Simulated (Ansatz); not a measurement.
# BH5InNOS: basis-set convergence

The task here is to estimate one member of a computed series from the others.

The runs use Ansatz 0.2.0, Gaussian basis; one geometry, several basis sets.

The runs, in order: PBE0-D4/def2-SVP; ωB97M-V/def2-SVP; PBE0-D4/def2-QZVPP; ωB97M-V/def2-QZVPP; the functionals' def2-TZVPP values are taken from earlier runs.

### The geometry

The geometry comes from an earlier relaxation with PBE0-D4 in a triple-zeta def2 set; it is a stationary point, not always the lowest conformer. In takes the def2 core potential; no spin-orbit term is included.

SMILES `[NH2][In]([OH])[BH]S`, 10 atoms, charge 0, spin multiplicity 1.

Atoms are counted from 1 here; the program's logs count them from 0.

Bond lengths: N1–In2 2.013 Å, N1–H6 1.009 Å, N1–H7 1.008 Å, In2–O3 1.998 Å, In2–B4 2.231 Å, O3–H8 0.959 Å, B4–S5 1.761 Å, B4–H9 1.194 Å, S5–H10 1.345 Å. Angles: In2–N1–H6 117.3°, In2–N1–H7 120.9°, H6–N1–H7 110.1°, N1–In2–O3 104.3°, N1–In2–B4 130.1°, O3–In2–B4 125.2°, In2–O3–H8 113.9°, In2–B4–S5 125.8°, In2–B4–H9 121.9°, S5–B4–H9 112.3°, B4–S5–H10 101.8°.

The first run:

The input, in.yaml:

```yaml
crystal:
  periodic: [false, false, false]
  atoms:
    - {symbol: N, position_ang: [0.747782, 1.292954, 1.547985]}
    - {symbol: In, position_ang: [0.545776, 0.103889, -0.063389]}
    - {symbol: O, position_ang: [1.882506, 0.809478, -1.369977]}
    - {symbol: B, position_ang: [-0.946704, -1.498698, -0.488732]}
    - {symbol: S, position_ang: [-2.694991, -1.294743, -0.525424]}
    - {symbol: H, position_ang: [1.594683, 1.837701, 1.617334]}
    - {symbol: H, position_ang: [0.461409, 0.980030, 2.462237]}
    - {symbol: H, position_ang: [1.851858, 0.380685, -2.227054]}
    - {symbol: H, position_ang: [-0.615975, -2.620854, -0.729886]}
    - {symbol: H, position_ang: [-2.826354, 0.009569, -0.223094]}
basis:
  gaussian: {orbitals: def2-SVP}
hamiltonian: {xc: pbe0, dispersion: d4}
output: {orbitals: {seedname: orbitals}}
```

Started as:

```console
ansatz run in.yaml --threads 4 --pin off --events-out ev --progress --plain --max-ram 10444MiB
```

Steps of the session up to this table: PBE0-D4 in def2-SVP; ωB97M-V in def2-SVP; PBE0-D4 in def2-QZVPP; ωB97M-V in def2-QZVPP.

One table of the session follows, with a row left open; its other results are not shown here.

It belongs to the step «Functionals by basis». 

```
functional       basis  HOMO (eV)  LUMO (eV)
   PBE0-D4    def2-SVP      -6.65      -1.94
   PBE0-D4  def2-TZVPP      -6.91      -2.10
   PBE0-D4  def2-QZVPP      -6.97      -2.15
   ωB97M-V    def2-SVP      -8.97       0.02
   ωB97M-V  def2-TZVPP          ?          ?
   ωB97M-V  def2-QZVPP      -9.31      -0.32
```

Estimate the missing values for ωB97M-V, def2-TZVPP.

**Answer.** HOMO (eV): -9.25; LUMO (eV): -0.24. In the column «HOMO (eV)» it lies between ωB97M-V, def2-QZVPP (-9.31) and ωB97M-V, def2-SVP (-8.97).
